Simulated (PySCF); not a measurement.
**AlHBr (SMILES [AlH][Br]): UB2PLYP/STO-3G**

What is the vertical ionisation energy of AlHBr at UB2PLYP/STO-3G? 

Program for the calculation: PySCF 2.14.0.

41 further runs of the same task are left out: 30 for a known fault of the program, 11 set aside as unsound or not needed.

## Step 1: Starting point

AlHBr: 3 atoms, total charge 0, spin state doublet. SMILES: `[AlH][Br]`. The shape is that of a PBE0-D4/def2-TZVP optimisation.

Bond lengths: Al1–Br2 2.275 Å, Al1–H3 1.602 Å. Angles: Br2–Al1–H3 115.7°.

## Step 2: The energy at UB2PLYP/STO-3G

calc.py reads:

```python
from pyscf import gto, dft, mp

mol = gto.M(
    atom=[
    ('Al', (-0.296700, -0.628000, -0.239100)),
    ('Br', (1.584500, 0.008600, 0.871100)),
    ('H', (-1.298900, 0.554600, -0.645300)),
],
    max_memory=1860,
    basis='sto-3g',
    spin=1,
    verbose=3,
)

mf = dft.UKS(mol)
mf.xc = '0.53*HF + 0.47*B88, 0.73*LYP'
mf.conv_tol = 1e-10
mf.grids.level = 5
mf.kernel()
if not mf.converged:
    mf = mf.newton().run(mf.mo_coeff, mf.mo_occ)

pt = mp.MP2(mf, frozen=14).run()
etot = mf.e_tot + 0.27 * pt.e_corr
print('PT2 part  %.8f' % (0.27 * pt.e_corr))
print('E = %.10f Eh' % etot)
```

On the command line:

```
$ OMP_NUM_THREADS=1 python calc.py
```

Log:

```text
WARN: HOMO -0.17914768572616 >= LUMO -0.179147685726163

converged SCF energy = -2785.62687103948  <S^2> = 0.75515701  2S+1 = 2.0051504
E(UMP2) = -2785.65942042862  E_corr = -0.0325493891394495
E(SCS-UMP2) = -2785.66316461585  E_corr = -0.0362935763689626
PT2 part  -0.00878834
E = -2785.6356593746 Eh
```

Wall time 3.9 s (1 thread of Arm Neoverse V2, shared host); peak memory 0.23 GiB.

## Step 3: The singlet cation at the same level

calc.py reads:

```python
from pyscf import gto, dft, mp

system = gto.M(
    atom='''
Al  -0.296700  -0.628000  -0.239100
Br   1.584500   0.008600   0.871100
H   -1.298900   0.554600  -0.645300
''',
    basis='sto-3g',
    charge=1,
    verbose=3,
    max_memory=1860,
)

ks = dft.RKS(system, xc='0.53*HF + 0.47*B88, 0.73*LYP')
ks.conv_tol = 1e-10
ks.grids.level = 5
ks.kernel()
if not ks.converged:
    ks = ks.newton().run(ks.mo_coeff, ks.mo_occ)

pt = mp.MP2(ks, frozen=14).run()
e_tot = ks.e_tot + 0.27 * pt.e_corr
print('PT2 part  %.8f' % (0.27 * pt.e_corr))
print('Final energy', e_tot)
```

On the command line:

```
$ OMP_NUM_THREADS=1 python calc.py
```

Log:

```text
converged SCF energy = -2785.43864463122
E(RMP2) = -2785.50132904269  E_corr = -0.0626844114725617
E(SCS-RMP2) = -2785.50633305306  E_corr = -0.0676884218446169
PT2 part  -0.01692479
Final energy -2785.4555694223136
```

Wall time 2.6 s (1 thread of Arm Neoverse V2, shared host); peak memory 0.22 GiB.

## Step 4: What came out

At UB2PLYP/STO-3G, 14 core orbitals frozen:

| quantity | value |
| --- | --- |
| doublet AlHBr: total energy | -2785.63566 Eh |
| doublet AlHBr: dipole moment (SCF part) | 3.44 D |
| doublet AlHBr: HOMO energy (SCF part's orbitals) (highest over α and β) | -3.38 eV |
| doublet AlHBr: LUMO energy (SCF part's orbitals) (lowest over α and β) | 3.13 eV |
| doublet AlHBr: ⟨S²⟩ | 0.755 |
| singlet cation: total energy | -2785.45557 Eh |
| singlet cation: HOMO energy (SCF part's orbitals) | -12.82 eV |
| singlet cation: LUMO energy (SCF part's orbitals) | -6.71 eV |
| singlet cation: HOMO–LUMO gap (SCF part's orbitals) | 6.11 eV |
| vertical ionisation energy (to the singlet cation) | 4.900 eV |

What this shows: The vertical ionisation energy comes to 4.90 eV (473 kJ/mol). Only the singlet of the ionised species was computed; a triplet could lie lower. In a minimal basis such a difference can be off by several eV, whatever the method. Mulliken charges (doublet AlHBr) run from -0.38 on Br2 to +0.62 on Al1; they depend strongly on the basis. Mulliken charges (singlet cation) run from -0.05 on H3 to +1.06 on Al1.
